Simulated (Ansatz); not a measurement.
The system is NaCu.

```
Na Cu
1.0
     2.94224    0.00000    0.00000
     0.00000    2.94224    0.00000
     0.00000    0.00000    4.04091
Na Cu
1 1
Direct
  0.00000 0.00000 0.00000
  0.50000 0.50000 0.50000
```

The cell was built by a generator and needn't be a form met in nature.

Base run:

| Quantity | Value |
| --- | --- |
| Program | Ansatz 0.2.0 |
| Functional | LDA |
| Potentials or basis | Ansatz PAW |
| Cutoff | 420 eV (not typed: the program's choice for these potentials) |
| k mesh | 9 × 9 × 7 |
| Occupations | fermi-dirac, width 0.05 eV |
| Spin | no spin polarisation |

Its results: band gap on the k mesh none (metal or under the smearing width); pressure -1.9 GPa.

The run is repeated on the same cell with these changes: functional from LDA to r2SCAN; cutoff from 420 eV (not typed: the program's choice for these potentials) to 500 eV (not typed: the program's choice for these potentials). What comes out?

Band gap on the k mesh none (metal or under the smearing width); pressure 1.3 GPa.

Caveats: the PAW data sets come from PBE, with cores solved anew for the run's functional, which leaves a small shift of forces and pressure.
